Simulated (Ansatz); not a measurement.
Crystal: HfB.

```
CELL_PARAMETERS angstrom
0.00000 2.31000 2.31000
2.31000 0.00000 2.31000
2.31000 2.31000 0.00000
ATOMIC_POSITIONS crystal
Hf 0.50000 0.50000 0.50000
B 0.00000 0.00000 0.00000
```

- Program: Ansatz 0.2.0
- Task: relaxation of cell and atoms
- Functional: HSE06
- Potentials or basis: Ansatz PAW
- Cutoff: 420 eV (not typed: the program's choice for these potentials)
- k mesh: 5 × 5 × 5
- Occupations: fermi-dirac, width 0.05 eV
- Spin: no spin polarisation

At the start: volume 12.33 Å³/atom.

Q: Where does the relaxation end?

A: It ends after 7 steps and the volume is 14.10 Å³/atom (+14.4 %); space group Fm-3m (No. 225, to 0.05 Å).

Step by step:
```
step  energy change (eV)  largest force (eV/Å)  volume (Å³)
   1              0.0000                0.0000        24.65
   2             -0.2978                0.0000        28.44
   3             -0.2994                0.0000        28.21
   4             -0.2994                0.0000        28.17
   5             -0.3044                0.0000        28.17
   6             -0.3044                0.0000        28.19
   7             -0.3044                0.0000        28.19
```

Final structure:
```cif
data_structure
_symmetry_space_group_name_H-M 'P 1'
_symmetry_Int_Tables_number 1
_cell_length_a 3.4162
_cell_length_b 3.4162
_cell_length_c 3.4162
_cell_angle_alpha 60.000
_cell_angle_beta 60.000
_cell_angle_gamma 60.000
_cell_volume 28.19
loop_
_atom_site_label
_atom_site_type_symbol
_atom_site_fract_x
_atom_site_fract_y
_atom_site_fract_z
_atom_site_occupancy
Hf1 Hf 0.50000 0.50000 0.50000 1
B1 B 0.00000 0.00000 0.00000 1
```

Caveat: the k mesh is coarse (spacing up to 0.47 Å⁻¹), so the values aren't converged, least of all with exact exchange; the plane-wave basis is chosen anew once the cell has moved, so the energies of steps on either side of that aren't comparable; the volume moved by +14 % from the deposited cell, more than functionals usually miss; the PAW data sets come from PBE, with cores solved anew for the run's functional, which leaves a small shift of forces and pressure.
